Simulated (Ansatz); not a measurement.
# CH4F2MoO2S: how energies converge with the basis set

The task here is to estimate one member of a computed series from the others.

The runs use Ansatz 0.2.0, Gaussian basis; one geometry, several basis sets.

Plan: PBE0-D4/def2-SVP; ωB97M-V/def2-SVP; PBE0-D4/def2-QZVPP; ωB97M-V/def2-QZVPP; the functionals' def2-TZVPP values are taken from earlier runs.

## The relaxed structure

The geometry comes from an earlier relaxation with PBE0-D4 in a triple-zeta def2 set; it is a stationary point, not always the lowest conformer. Mo takes the def2 core potential; no spin-orbit term is included.

SMILES `C[O][Mo]([OH])([F])([F])=[S]`, 11 atoms, charge 0, spin multiplicity 1.

Atoms are counted from 1 here; the program's logs count them from 0.

Bond lengths: C1–O2 1.400 Å, C1–H8 1.094 Å, C1–H9 1.096 Å, C1–H10 1.092 Å, O2–Mo3 1.850 Å, Mo3–O4 1.862 Å, Mo3–F5 1.874 Å, Mo3–F6 1.851 Å, Mo3–S7 2.083 Å, O4–H11 0.962 Å. Angles: O2–C1–H8 109.6°, O2–C1–H9 109.5°, O2–C1–H10 109.0°, H8–C1–H9 109.1°, H8–C1–H10 109.7°, H9–C1–H10 109.9°, C1–O2–Mo3 133.9°, O2–Mo3–O4 89.2°, O2–Mo3–F5 83.6°, O2–Mo3–F6 150.8°, O2–Mo3–S7 101.9°, O4–Mo3–F5 145.6°, O4–Mo3–F6 87.2°, O4–Mo3–S7 109.1°, F5–Mo3–F6 83.2°, F5–Mo3–S7 105.3°, F6–Mo3–S7 106.6°, Mo3–O4–H11 122.3°.

The first run:

Input file in.yaml:

```yaml
crystal:
  periodic: [false, false, false]
  atoms:
    - {symbol: C, position_ang: [0.905702, -1.386498, -0.805572]}
    - {symbol: O, position_ang: [-0.063627, -0.744696, -0.025864]}
    - {symbol: Mo, position_ang: [-0.469290, 1.027555, 0.315010]}
    - {symbol: O, position_ang: [-1.821473, 0.469378, 1.467070]}
    - {symbol: F, position_ang: [0.035711, 1.269397, -1.473012]}
    - {symbol: F, position_ang: [-1.487370, 2.541772, 0.001693]}
    - {symbol: S, position_ang: [1.175814, 1.636987, 1.437878]}
    - {symbol: H, position_ang: [0.995192, -0.878663, -1.770868]}
    - {symbol: H, position_ang: [1.872216, -1.350996, -0.290801]}
    - {symbol: H, position_ang: [0.605705, -2.424395, -0.962165]}
    - {symbol: H, position_ang: [-1.683081, -0.216740, 2.127329]}
basis:
  gaussian: {orbitals: def2-SVP}
hamiltonian: {xc: pbe0, dispersion: d4}
output: {orbitals: {seedname: orbitals}}
```

Command:

```sh
> ansatz run in.yaml --threads 4 --pin off --events-out ev --progress --plain --max-ram 11315MiB
```

Among the steps run: PBE0-D4 in def2-SVP; ωB97M-V in def2-SVP; PBE0-D4 in def2-QZVPP; ωB97M-V in def2-QZVPP.

One of the session's tables, all rows but one given; the rest of the session is left out.

It belongs to the step «Density functionals: the series». 

| functional | basis | HOMO (eV) | LUMO (eV) |
| --- | --- | --- | --- |
| PBE0-D4 | def2-SVP | -8.39 | -3.75 |
| PBE0-D4 | def2-TZVPP | -8.37 | -3.72 |
| PBE0-D4 | def2-QZVPP | -8.38 | -3.71 |
| ωB97M-V | def2-SVP | -10.51 | -1.59 |
| ωB97M-V | def2-TZVPP | -10.51 | -1.57 |
| ωB97M-V | def2-QZVPP | ? | ? |

Q: Estimate the row for ωB97M-V, def2-QZVPP from the others.

As computed: HOMO (eV): -10.52; LUMO (eV): -1.58. In the column «HOMO (eV)» it is the lowest.
